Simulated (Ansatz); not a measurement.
# BBrF2H3N: the cost of one run

Method: RKS PBE/def2-SVP, in Ansatz 0.2.0.

## 1. The system as given

Bond lengths: N2–H3 1.060 Å, N2–H4 1.060 Å, B1–F5 1.320 Å, B1–F6 1.320 Å, B1–Br7 2.340 Å, N2–H8 1.146 Å, Br7–H8 1.520 Å. Angles: H3–N2–H4 120.0°, H3–N2–H8 100.6°, H4–N2–H8 84.0°, F5–B1–F6 120.0°, F5–B1–Br7 105.4°, F6–B1–Br7 92.8°, B1–Br7–H8 63.2°, N2–H8–Br7 139.8°.

As a file:

```xyz
8

B     0.0000    0.0000    0.0000
N     0.0000    0.0000    1.9000
H    -0.8770   -0.2713    2.4300
H     0.8770    0.2713    2.4300
F     1.1431    0.0000   -0.6600
F    -1.1431    0.0000   -0.6600
Br   -0.2927    2.2013    0.7379
H    -0.1505    1.1322    1.8085
```

## 2. Pulling towards end A

Springs on the bonds that form and break draw the guess towards this end; the thresholds are loose.

input.yaml

```yaml
crystal:
  periodic: [false, false, false]
  atoms:
    - { symbol: B, position_ang: [0.0, 0.0, 0.0] }
    - { symbol: "N", position_ang: [0.0, 0.0, 1.9] }
    - { symbol: H, position_ang: [-0.877, -0.2713, 2.43] }
    - { symbol: H, position_ang: [0.877, 0.2713, 2.43] }
    - { symbol: F, position_ang: [1.1431, 0.0, -0.66] }
    - { symbol: F, position_ang: [-1.1431, 0.0, -0.66] }
    - { symbol: Br, position_ang: [-0.2927, 2.2013, 0.7379] }
    - { symbol: H, position_ang: [-0.1505, 1.1322, 1.8085] }
basis:
  gaussian: { orbitals: def2-SVP }
hamiltonian:
  xc: pbe
relax:
  f_tol: 0.15
  max_steps: 25
  restrain:
    - { distance: [0, 6], at: 3.24, k: 30.0 }
    - { distance: [7, 1], at: 2.26, k: 30.0 }
    - { distance: [0, 1], at: 1.55, k: 30.0 }
    - { distance: [7, 6], at: 1.55, k: 30.0 }
output:
  orbitals: {}
```

Launch:

```bash
$ ansatz run input.yaml --threads 2 --pin off --max-ram 3072MiB --backend cpu --events-out ev --progress --plain --runs-dir out
```

Q: Estimate wall time and peak memory on 2 threads of Arm Neoverse V1, shared host.

About 21 s, with a peak of 0.15 GiB.
